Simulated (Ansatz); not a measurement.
# PtSeO: the cost of one run

The runs shown are made with Ansatz 0.2.0. PAW datasets, plane waves. All values are calculated for a non-magnetic cell, which may be hypothetical.

**1. The cell**

The unstrained cell was relaxed with r2SCAN; in each strained cell the atoms were relaxed again with r2SCAN. Names of k-points are those of the unstrained zone, where strain can split equivalent points. First state: no strain.

In-plane lattice: a = 3.438 Å, b = 3.438 Å, γ = 120.0°; thickness between the outer nuclei 2.25 Å. Around Pt lie 3 O at 2.20 Å and 3 Se at 2.38 Å; around O lie 3 Pt at 2.20 Å; around Se lie 3 Pt at 2.38 Å.

Coordinates:

```xyz
3
Lattice="3.4379 0.0000 0.0000 -1.7190 2.9773 0.0000 0.0000 0.0000 29.2964" Properties=species:S:1:pos:R:3 pbc="T T F"
Pt    0.0000    0.0000    9.1246
O     0.0000    1.9849   10.0624
Se    1.7190    0.9924    7.8131
```
Two periodic directions, a and b.

**2. No strain: PBE**

input.yaml

```yaml
crystal:
  lattice:
    - [3.4379092311, 0.0, 0.0]
    - [-1.7189546155, 2.97731673, 0.0]
    - [0.0, 0.0, 29.296376212]
  atoms:
    - { symbol: Pt, position: [0.0, 0.0, 0.3114578313] }
    - { symbol: O, position: [0.3333333333, 0.6666666667, 0.3434677825] }
    - { symbol: Se, position: [0.6666666667, 0.3333333333, 0.266690077] }
  periodic: [true, true, false]
kpoints:
  mp_grid: { grid: [12, 12, 1] }
  band_path:
    path:
      - [0.0, 0.0, 0.0]
      - [0.5, 0.0, 0.0]
      - [0.3333333333, 0.3333333333, 0.0]
      - [-0.135417, 0.265625, 0.0]
    npoints: 1
hamiltonian:
  xc: pbe
scf:
  occupations: { method: fermi_dirac, width: 0.02 }
  n_extra_bands: 4
output:
  forces: true
  stress: true
  eigenvalues: true
  write_density: true
  write_potential: true
  elf: true
  volumetric_format: npy
```

Started as:

```bash
ansatz run input.yaml --threads 4 --pin off --max-ram 5529MiB --backend cpu --events-out ev --progress --plain --runs-dir out
```

**Question.** How long does this run take on 4 threads of AMD EPYC 7R43 (Zen 3), shared host, and how much memory does it need?

About 4 s, with a peak of 0.67 GiB.
